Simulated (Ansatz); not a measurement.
# InSiH4F (SMILES [F][InH][SiH3]) at HF/3-21G

What is the electronic atomisation energy of InSiH4F at HF/3-21G? 

The results are computed with Ansatz 0.2.0.

56 further runs of the same task are left out: 56 set aside as unsound or not needed.

**1. The structure to begin with**

InSiH4F has 7 atoms, charge 0, and is taken as a singlet. As SMILES, `[F][InH][SiH3]`. Geometry: relaxed at PBE0-D4/def2-TZVP.

Bond lengths: F1–In2 1.968 Å, In2–Si3 2.558 Å, In2–H4 1.714 Å, Si3–H5 1.486 Å, Si3–H6 1.486 Å, Si3–H7 1.487 Å. Angles: F1–In2–Si3 109.2°, F1–In2–H4 109.4°, Si3–In2–H4 141.4°, In2–Si3–H5 109.2°, In2–Si3–H6 109.1°, In2–Si3–H7 111.4°, H5–Si3–H6 109.2°, H5–Si3–H7 109.0°, H6–Si3–H7 109.0°.

**2. The energy at HF/3-21G**

The input, run.yaml:

```yaml
crystal:
  periodic: [false, false, false]
  atoms:
    - {symbol: F, position_ang: [-0.196000, -2.340000, 1.298800]}
    - {symbol: In, position_ang: [-0.756000, -1.164900, -0.176800]}
    - {symbol: Si, position_ang: [0.528000, 1.043100, -0.028600]}
    - {symbol: H, position_ang: [-1.937800, -1.965900, -1.125300]}
    - {symbol: H, position_ang: [1.986000, 0.765900, -0.108800]}
    - {symbol: H, position_ang: [0.226000, 1.696000, 1.272200]}
    - {symbol: H, position_ang: [0.149800, 1.965800, -1.131400]}
basis:
  gaussian: {orbitals: 3-21G-spherical.json}
hamiltonian: {xc: hf}
accuracy: high
output: {orbitals: {seedname: orbitals}}
```

The basis set 3-21G is read from a file made from the Basis Set Exchange's data (not shown).

Started as:

```sh
$ ansatz run run.yaml --threads 1 --pin off --max-ram 3480MiB --events-out events.jsonl --progress --plain --runs-dir runs
```

The log of the run:

```text
Warning: RAYON_NUM_THREADS=1 ignored (pool sized by the plan → 1); use --threads N
Functional definition: HF
  name "HF"
  exchange = exact_x
  correlation = 0
1272 factors; integrals over basis functions are off by at most 5.7e-9 eV
mean field evaluation 1: about -166078.6285 eV, gradient 3.3e1 eV
mean field evaluation 2: about -166078.8057 eV, gradient 3.3e1 eV
mean field evaluation 4: about -166081.0701 eV, gradient 1.8e0 eV
mean field evaluation 8: about -166081.1042 eV, gradient 1.3e-1 eV
mean field evaluation 16: about -166081.1043 eV, gradient 1.2e-8 eV
mean field -166081.10427143 eV, -6103.3680081592 hartree, gradient 1.2e-8 eV, S^2 0.000000; 0 other end points of the search recorded, 0 dependent functions left out
reference -166081.10427143 eV, -6103.3680081592 hartree; 38, 38 occupied and 23, 23 virtual orbitals, 1272 factors
Total energy: -166081.10427143 eV, -6103.3680081592 hartree
```

Run time: 1.2 s. Hardware: 1 thread of Arm Neoverse V2, shared host; peak memory 0.16 GiB.

**3. The F atom, same level**

The input, in.yaml:

```yaml
basis:
  gaussian: {orbitals: 3-21G.json}
crystal:
  periodic: [false, false, false]
  atoms:
    - symbol: F
      position_ang: [0.000000, 0.000000, 0.000000]
magnetization: {spin_polarized: true, initial_magnetization: 1}
hamiltonian: {xc: hf}
accuracy: high
```

The basis set 3-21G is read from a file made from the Basis Set Exchange's data (not shown).

Run the same way, it converges to -98.84501 Eh (log not shown).

**4. The H atom**

The input, in.yaml:

```yaml
crystal:
  periodic: [false, false, false]
  atoms:
    - {symbol: H, position_ang: [0.000000, 0.000000, 0.000000]}
basis:
  gaussian: {orbitals: 3-21G.json}
magnetization: {spin_polarized: true, initial_magnetization: 1}
hamiltonian: {xc: hf}
accuracy: high
```

The basis set 3-21G is read from a file made from the Basis Set Exchange's data (not shown).

Run the same way, it converges to -0.49620 Eh (log not shown).

**5. The In atom**

The input, input.yaml:

```yaml
basis:
  gaussian:
    orbitals: 3-21G-spherical.json
crystal:
  periodic: [false, false, false]
  atoms:
    - symbol: In
      position_ang: [0.000000, 0.000000, 0.000000]
magnetization:
  spin_polarized: true
  initial_magnetization: 1
hamiltonian:
  xc: hf
accuracy: high
```

The basis set 3-21G is read from a file made from the Basis Set Exchange's data (not shown).

Run the same way, it converges to -5714.72276 Eh (log not shown).

**6. The Si atom, same level**

The input, input.yaml:

```yaml
crystal:
  periodic: [false, false, false]
  atoms:
    - {symbol: Si, position_ang: [0.000000, 0.000000, 0.000000]}
basis:
  gaussian:
    orbitals: 3-21G.json
accuracy: high
hamiltonian:
  xc: hf
magnetization:
  spin_polarized: true
  initial_magnetization: 2
```

The basis set 3-21G is read from a file made from the Basis Set Exchange's data (not shown).

Run the same way, it converges to -287.34443 Eh (log not shown).

**7. Outcome**

Level: HF/3-21G.

```
                     quantity           value
       molecule: total energy  -6103.36801 Eh
        molecule: HOMO energy       -10.25 eV
        molecule: LUMO energy         0.68 eV
      molecule: HOMO–LUMO gap        10.93 eV
         F atom: total energy    -98.84501 Eh
                 F atom: ⟨S²⟩           0.750
         H atom: total energy     -0.49620 Eh
                 H atom: ⟨S²⟩           0.750
        In atom: total energy  -5714.72276 Eh
                In atom: ⟨S²⟩           0.750
        Si atom: total energy   -287.34443 Eh
                Si atom: ⟨S²⟩           2.000
electronic atomisation energy       12.817 eV
```

What this shows: Taking the molecule apart into free atoms costs 12.82 eV (1237 kJ/mol), before zero-point energy and without spin-orbit coupling. Hartree–Fock lacks the correlation of the bonding pairs, which as a rule makes this value much too low; in minimal bases other errors can mask that. The basis has no polarisation functions, which makes bonds too weak. Relativity is left out (molecule) although the molecule holds a heavy atom. Relativity is left out (In atom) although the molecule holds a heavy atom.
